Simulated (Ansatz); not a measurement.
# Br₂H₂O₂Si: one species, many methods

How much do the methods differ for Br₂H₂O₂Si? The plan is to run it at one geometry with functionals of several rungs and with coupled cluster. The yardstick is the atomisation energy at the CCSD(T) limit.

The runs use Ansatz 0.2.0, Gaussian basis; functionals in def2-TZVPP, the program's frozen cores in correlated methods.

The runs, in order: LDA (SPW92), PBE-D4, revPBE-D4, BLYP-D4, r2SCAN-D4, B97M-V, PBE0-D4, B3LYP-D4, r2SCANh-D4, r2SCAN0-D4, HSE06-D4, BHLYP-D4, CAM-B3LYP-D4, LC-ωPBE, ωB97X-V, ωB97M-V, B2PLYP, PBE-QIDH; CCSD(T)/def2-SVP; CCSD(T)/def2-TZVPP; MP2/def2-QZVPP; extrapolation to the limit; RPA on PBE.

### 1 The relaxed structure

An earlier PBE0-D4 in a triple-zeta def2 set relaxation fixed the geometry.

SMILES `O[Si](O)(Br)Br`, 7 atoms, charge 0, spin multiplicity 1.

Atoms are counted from 1 here; the program's logs count them from 0.

Bond lengths: O1–Si2 1.623 Å, O1–H6 0.959 Å, Si2–O3 1.616 Å, Si2–Br4 2.193 Å, Si2–Br5 2.214 Å, O3–H7 0.960 Å. Angles: Si2–O1–H6 118.2°, O1–Si2–O3 109.0°, O1–Si2–Br4 112.2°, O1–Si2–Br5 108.7°, O3–Si2–Br4 106.5°, O3–Si2–Br5 111.7°, Br4–Si2–Br5 108.7°, Si2–O3–H7 117.6°.

Geometry (Å):

```mol
Br2H2O2Si
  3D, bonds by distance, orders not assigned

  7  6  0  0  0  0  0  0  0  0999 V2000
   -0.8092    0.2574    1.1349 O   0  0
   -0.0370   -0.0707   -0.2545 Si  0  0
    1.1208   -1.1618    0.0307 O   0  0
   -1.3687   -0.9554   -1.7554 Br  0  0
    0.7955    1.8136   -1.0667 Br  0  0
   -1.4075    1.0067    1.1552 H   0  0
    1.7674   -0.9578    0.7103 H   0  0
  1  2  8  0
  2  3  8  0
  2  4  8  0
  2  5  8  0
  1  6  8  0
  3  7  8  0
M  END
```

### 2 LDA

This LDA is Slater exchange with PW92 correlation.

File in.yaml:

```yaml
crystal:
  periodic: [false, false, false]
  atoms:
    - {symbol: O, position_ang: [-0.809160, 0.257376, 1.134909]}
    - {symbol: Si, position_ang: [-0.037043, -0.070709, -0.254486]}
    - {symbol: O, position_ang: [1.120800, -1.161771, 0.030688]}
    - {symbol: Br, position_ang: [-1.368742, -0.955414, -1.755395]}
    - {symbol: Br, position_ang: [0.795523, 1.813601, -1.066679]}
    - {symbol: H, position_ang: [-1.407458, 1.006675, 1.155173]}
    - {symbol: H, position_ang: [1.767380, -0.957757, 0.710291]}
basis:
  gaussian: {orbitals: def2-TZVPP}
hamiltonian: {xc: lda}
output: {orbitals: {seedname: orbitals}}
```

Command:

```sh
$ ansatz run in.yaml --threads 4 --pin off --events-out ev --progress --plain --max-ram 10444MiB
```

After this run come: PBE-D4 (GGA); revPBE-D4 (GGA); BLYP-D4 (GGA); r2SCAN-D4 (meta-GGA); B97M-V (meta-GGA); B3LYP-D4 (hybrid); r2SCANh-D4 (hybrid); r2SCAN0-D4 (hybrid); HSE06-D4 (hybrid); BHLYP-D4 (hybrid); CAM-B3LYP-D4 (range-separated); LC-ωPBE (range-separated); ωB97X-V (range-separated); ωB97M-V (range-separated); B2PLYP (double hybrid); PBE-QIDH (double hybrid); CCSD(T) in def2-SVP; CCSD(T) in def2-TZVPP; MP2 in def2-QZVPP; RPA on PBE orbitals.

**Question.** What will the summary of the whole plan be? Wanted: atomisation energy, CCSD(T)/CBS; farthest beyond LDA; mean size of error, GGA; mean size of error, meta-GGA; mean size of error, hybrid; mean size of error, range-separated; mean size of error, double hybrid; gap, smallest and largest; T1 diagnostic.

The runs gave:

```
                               quantity                                  value
        atomisation energy, CCSD(T)/CBS                         620.5 kcal/mol
functionals within 6.2 kcal/mol (1.0 %)                      PBE-D4, r2SCAN-D4
                    farthest beyond LDA              BHLYP-D4 (-38.0 kcal/mol)
                mean size of error, GGA                          11.6 kcal/mol
           mean size of error, meta-GGA                           6.4 kcal/mol
             mean size of error, hybrid                          18.2 kcal/mol
    mean size of error, range-separated                          11.1 kcal/mol
      mean size of error, double hybrid                          16.2 kcal/mol
              gap, smallest and largest  5.85 eV (BLYP-D4), 13.23 eV (LC-ωPBE)
                          T1 diagnostic                                 0.0088
triples share of the correlation energy                                  3.5 %
```

In words: The LDA atomisation energy is off by 91.5 kcal/mol (15 %): it overbinds. PBE-D4 is off by +1.5 kcal/mol. Double hybrids carry the basis error of their MP2 part in triple zeta, and no dispersion term here, so their miss is partly the set-up's. By mean error the best rung here is meta-GGA (6.4 kcal/mol) and the worst beyond LDA is hybrid (18.2 kcal/mol). The mean of the hybrids holds BHLYP, with half exact exchange. The reference freezes the cores and leaves out relativity and excitations past (T), and its outer-core shells are covered unevenly, so misses under about 6.2 kcal/mol can't be ranked. All levels share the lack of spin-orbit coupling, which lowers the free heavy atoms and so the true binding. Hartree-Fock recovers 69 % of the binding; the rest is correlation. CCSD(T) in def2-SVP is off by -68.4 kcal/mol, more than most functionals: a good method in a small basis is no reference. Orbital gaps span 5.9 to 13.2 eV; exact exchange widens them. Correlated methods include outer-core shells of Br, which these sets cover unevenly.
